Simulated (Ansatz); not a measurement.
**SnTe: elastic constants**

Aim: the elastic tensor from the stress of slightly strained cells, and the moduli that follow. Runs: cell and atoms relaxed (PAW); reference run (PAW and LAPW); ions clamped (PAW and LAPW).

The COD entry's cell or inner coordinates are ideal or old and differ from later refinements, so a difference from it is no clean test against experiment.

Program: Ansatz 0.2.0. Level of theory: DFT PBEsol, frozen-core PAW and all-electron LAPW, scalar-relativistic unless said. These are calculated values, not measurements.

1 further run of the same task is left out (set aside as unsound or not needed).

## Step 1: The system as given

Symmetry: Fm-3m, No. 225, cubic system. The conventional cell has a = 6.302 Å, b = 6.302 Å, c = 6.302 Å, α = 90.00°, β = 90.00°, γ = 90.00°. Sn (site symmetry m-3m) has 6 Te at 3.15 Å as nearest neighbours. Te (site symmetry m-3m) is surrounded by 6 Sn at 3.15 Å.

As a file:

```
CELL_PARAMETERS angstrom
0.00000 3.15085 3.15085
3.15085 0.00000 3.15085
3.15085 3.15085 0.00000
ATOMIC_POSITIONS crystal
Sn 0.00000 0.00000 0.00000
Te 0.50000 0.50000 0.50000
```

Cartesian axes are those of the input's lattice vectors. The structure goes back to a database entry.

## Step 2: Cell and atoms relaxed, PAW

Input file input.yaml:

```yaml
crystal:
  lattice:
    - [0.0, 3.15085, 3.15085]
    - [3.15085, 0.0, 3.15085]
    - [3.15085, 3.15085, 0.0]
  atoms:
    - { symbol: Sn, position: [0.0, 0.0, 0.0] }
    - { symbol: Te, position: [0.5, 0.5, 0.5] }
kpoints:
  mp_grid: { grid: [12, 12, 12] }
scf:
  occupations: { method: fermi_dirac, width: 0.05 }
hamiltonian:
  xc: pbesol
  pseudopotentials: { kind: paw }
relax:
  f_tol: 0.002
  max_steps: 80
  cell: {}
output:
  forces: true
  stress: true
```

On the command line:

```
$ ansatz run input.yaml --threads 1 --pin off --max-ram 2560MiB --backend cpu --events-out ev --progress --plain --runs-dir out
```

## Step 3: Reference run, PAW

Input file input.yaml:

```yaml
crystal:
  lattice:
    - [0.0, 3.14429579345, 3.14429579345]
    - [3.14429579345, 0.0, 3.14429579345]
    - [3.14429579345, 3.14429579345, 0.0]
  atoms:
    - { symbol: Sn, position: [0.0, 0.0, 0.0] }
    - { symbol: Te, position: [0.5, 0.5, 0.5] }
kpoints:
  mp_grid: { grid: [12, 12, 12] }
scf:
  occupations: { method: fixed }
hamiltonian:
  xc: pbesol
  pseudopotentials: { kind: paw }
elastic:
  mode: relaxed_ion
  stencil: two_point
  amplitude: 0.008
```

## Step 4: Reference run, LAPW

input.yaml, as its differences from that of step 3:

```diff
@@ -14,3 +14,3 @@
   xc: pbesol
-  pseudopotentials: { kind: paw }
+  pseudopotentials: { kind: all_electron, lapw: { basis_error: 0.001 } }
 elastic:
```

## Step 5: Ions clamped, PAW

input.yaml, as its differences from that of step 4:

```diff
@@ -14,5 +14,5 @@
   xc: pbesol
-  pseudopotentials: { kind: all_electron, lapw: { basis_error: 0.001 } }
+  pseudopotentials: { kind: paw }
 elastic:
-  mode: relaxed_ion
+  mode: clamped_ion
   stencil: two_point
```

## Step 6: Ions clamped, LAPW

input.yaml, as its differences from that of step 5:

```diff
@@ -14,3 +14,3 @@
   xc: pbesol
-  pseudopotentials: { kind: paw }
+  pseudopotentials: { kind: all_electron, lapw: { basis_error: 0.001 } }
 elastic:
```

(Steps that only read results are left out.)

**Question.** What will these runs give? Wanted: C11; C12; C44; bulk, shear and Young's modulus; Debye temperature from sound speeds; universal anisotropy index.

The runs gave:

| quantity | value |
| --- | --- |
| C11 (PAW) | 137 GPa |
| C12 (PAW) | 2 GPa |
| C44 (PAW) | 17 GPa |
| bulk, shear and Young's modulus | 47, 31, 76 GPa |
| Debye temperature from sound speeds | 215 K |
| universal anisotropy index | 2.59 |

All eigenvalues are positive, so the crystal is mechanically stable; by PAW K = 47 and G = 31 GPa, K/G = 1.53, on the brittle side of Pugh's rough line at 1.75, which was drawn for metals. Young's modulus runs from 46 to 137 GPa with direction. Clamping the ions changes no constant by more than 1 GPa. Cautions: frozen-core PAW files fitted under PBE, their cores solved anew for the functional of the run; the gap is tiny at this level, and band order or a closed gap can change these values.
